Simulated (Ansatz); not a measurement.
# AsF+ (doublet): the correlation ladder, cc-pVDZ

One table from this session's results is given with a row withheld; the runs are named, their logs left out.

Program: Ansatz 0.2.0, Gaussian basis. Level of theory: cc-pVDZ, core rule «outside noble gas», up to 15 orbitals frozen. These are calculated values, not measurements.

The runs, in order: UHF; CCSD(T) on ROHF; CCSD(T) on UHF; BCCD(T) on ROHF; CISD; CCSDT(Q) on ROHF; CCSDT(Q) on UHF; CASSCF and MRCISD+Q, 11 electrons in 8 orbitals; CASSCF and NEVPT4(SD), 11 electrons in 8 orbitals; CASSCF and NEVPT2, 11 electrons in 8 orbitals.

4 further runs of the same task are left out: 2 that didn't finish, 2 set aside as unsound or not needed.

**The system**

The geometry is a PBE0/def2-TZVP stationary point (not a proven minimum). No spin-orbit coupling is included. The filled d shell of As may be among the frozen orbitals whatever the setting's name suggests; the logs give the count.

2 atoms, charge 1, spin multiplicity 2.

Atoms are counted from 1 here; the program's logs count them from 0.

Bond lengths: F1–As2 1.659 Å.

Set-up of the first run:

The input, in.yaml:

```yaml
crystal:
  periodic: [false, false, false]
  atoms:
    - {symbol: F, position_ang: [0.000000, 0.000000, 0.000000]}
    - {symbol: As, position_ang: [0.000000, 0.000000, 1.659200]}
basis:
  gaussian: {orbitals: cc-pVDZ}
total_charge: 1
magnetization: {spin_polarized: true, initial_magnetization: 1}
hamiltonian: {xc: hf}
output: {orbitals: {seedname: orbitals}}
```

Run with:

```console
> ansatz run in.yaml --threads 1 --pin off --events-out ev --progress --plain --max-ram 2393MiB
```

Among the steps run: UHF; CCSD(T) on ROHF; CCSD(T) on UHF; BCCD(T) on ROHF; CISD; CCSDT(Q) on ROHF; CCSDT(Q) on UHF; CASSCF and MRCISD+Q, 11 electrons in 8 orbitals; CASSCF and NEVPT4(SD), 11 electrons in 8 orbitals; CASSCF and NEVPT2, 11 electrons in 8 orbitals.

One of the session's tables, all rows but one given; the rest of the session is left out.

It belongs to the step «Misses and costs». 

| method | from UCCSDT(Q) (meV) |
| --- | --- |
| ROHF | +7728.4 |
| UHF | +7612.8 |
| RMP2 | +571.1 |
| UMP2 | +577.5 |
| RCCSD | +242.8 |
| UCCSD | +238.1 |
| RCCSD(T) | +45.0 |
| UCCSD(T) | +42.4 |
| BCCD(T) | +37.8 |
| RCCSDT | ? |
| UCCSDT | +23.2 |
| RCCSDT(Q) | +12.7 |
| UCCSDT(Q) | 0 |
| CASSCF valence | +5788.2 |
| NEVPT2 valence | +1118.4 |
| NEVPT4(SD) valence | +199.5 |
| MRCISD valence | +397.4 |
| MRCISD+Q valence | +72.9 |

Q: Estimate the row for RCCSDT from the others.

As computed: from UCCSDT(Q) (meV): +26.3. In the column «from UCCSDT(Q) (meV)» it lies between UCCSDT (+23.2) and BCCD(T) (+37.8).

Not comparable, so not listed: CISD (they don't share determinant, frozen orbitals or solution with the rows shown, or repeat one).

To keep in mind: Restricted and unrestricted rows rest on different reference determinants; where their highest levels disagree by more than a few hundredths of an eV, they describe different states and don't form one ladder.
